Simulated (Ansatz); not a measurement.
Run this with Ansatz's Python interface and show what comes out.

Script `mass_ta2o5.py`:
```python
import ansatz as az
import numpy as np

SETTINGS = {
    "cutoff": 500,
    "functional": "r2SCAN",
    "kgrid": (6, 6, 4),
    "smearing": "fixed",
}

vectors = np.array([
    [3.841408, 0.0, 0.0],
    [0.0, 3.862716, 0.0],
    [-1.818942, 0.0, 6.528959],
])
cell = (
    az.Lattice.of(vectors)
    .atom("Ta", [0.649531, 0.0, 0.791315])
    .atom("Ta", [0.350469, 0.0, 0.208685])
    .atom("O", [0.662124, 0.5, 0.798329])
    .atom("O", [0.337876, 0.5, 0.201671])
    .atom("O", [0.189761, 0.0, 0.870621])
    .atom("O", [0.810239, 0.0, 0.129379])
    .atom("O", [0.5, 0.0, 0.5])
)

base = (
    cell.calculation()
    .basis(SETTINGS["cutoff"])
    .functional(SETTINGS["functional"])
    .kpoints(*SETTINGS["kgrid"])
    .occupations(SETTINGS["smearing"])
)
done = base.band_table().run()
rep = done.report
levels = np.array(rep["eigenvalues_ev"])
filled = round(rep["n_electrons"] / 2)
edges = {"top filled band": (filled - 1, levels[:, filled - 1].argmax()), "lowest empty band": (filled, levels[:, filled].argmin())}
gap = levels[:, filled].min() - levels[:, filled - 1].max()
print(f"gap on the mesh {gap:.3f} eV")
if gap <= 0.05:
    print("no gap: band-edge masses have no meaning here")
    edges = {}
reciprocal = 2 * np.pi * np.linalg.inv(done.lattice.cell_ang).T
step = 0.008  # 1/A

pairs = [(0, 1), (0, 2), (1, 2)]
moves = [sign * axis for axis in np.eye(3) for sign in (-1, 1)]
moves += [s1 * np.eye(3)[i] + s2 * np.eye(3)[j] for i, j in pairs for s1 in (1, -1) for s2 in (1, -1)]
for name, (band, index) in edges.items():
    together = int(np.sum(np.abs(levels[index] - levels[index, band]) < 2e-3))
    print(name, "at k =", np.round(rep["kpoints_frac"][index], 4), f"E = {levels[index, band]:.4f} eV, degeneracy {together}")
    centre = np.array(rep["kpoints_frac"][index]) @ reciprocal
    points = [centre] + [centre + step * move for move in moves]
    table = base.band_structure(points, intervals=1, cartesian=True).run().band_structure().channels[0].eigenvalues_ev
    if together > 1:
        level = np.flatnonzero(np.abs(levels[index] - levels[index, band]) < 2e-3)
        along = (table[1, level] + table[2, level] - 2 * table[0, level]) / step ** 2
        print("  degenerate level, no single mass tensor; masses of its branches along x:", np.round(7.61996 / along, 3), "m_e")
        continue
    e = table[:, band]
    hessian = np.diag((e[1:7:2] + e[2:7:2] - 2 * e[0]) / step ** 2)
    for (i, j), (pp, pm, mp, mm) in zip(pairs, e[7:].reshape(3, 4)):
        hessian[i, j] = hessian[j, i] = (pp - pm - mp + mm) / (4 * step ** 2)
    curvatures, axes = np.linalg.eigh(hessian)
    slope = (e[2:7:2] - e[1:7:2]) / (2 * step)
    print("  slope (eV A):", np.round(slope, 3) + 0.0, "" if np.abs(slope).max() < 0.05 else "- no extremum here, so these are local curvatures and no band-edge masses")
    for curvature, axis in zip(curvatures, axes.T):
        print(f"  principal mass {7.61996 / curvature:8.3f} m_e along", np.round(axis, 2) + 0.0)
```

```console
$ python mass_ta2o5.py
gap on the mesh 2.688 eV
top filled band at k = [-0.5 -0.5 -0.5] E = 6.6964 eV, degeneracy 1
  slope (eV A): [0. 0. 0.]
  principal mass   -1.269 m_e along [0. 1. 0.]
  principal mass   -1.789 m_e along [0.95 0.   0.31]
  principal mass  -10.018 m_e along [ 0.31  0.   -0.95]
lowest empty band at k = [ 0.   0.  -0.5] E = 9.3846 eV, degeneracy 1
  slope (eV A): [0. 0. 0.]
  principal mass    9.626 m_e along [0. 0. 1.]
  principal mass    0.357 m_e along [1. 0. 0.]
  principal mass    0.257 m_e along [ 0. -1.  0.]
```

Notes:
- Absolute energies stand on the zero of these potentials, so only differences at equal settings mean something. A total without «per atom» is that of the cell as typed.
- No spin polarisation was allowed.
- Semilocal gaps usually lie well under measured ones.
- The computed bands are complete only to about 5.0 eV above the Fermi level.
- The structure comes from a database of computed cells and needn't be a stable or known phase.
- Gaps and levels are Kohn-Sham values on a finite set of k-points, without spin-orbit coupling.
- The masses are finite-difference curvatures at extrema found on a coarse mesh, which needn't be the true band edges; a step that is long against the gap makes them too heavy. Negative values are curvatures of valence bands (the hole mass is their size). Spin-orbit coupling is left out, and light masses scale with the Kohn-Sham gap.
- Finished in 50 s on 1 thread of Intel(R) Xeon(R) Processor @ 2.30GHz, with other jobs on the host, peak memory 0.8 GiB.
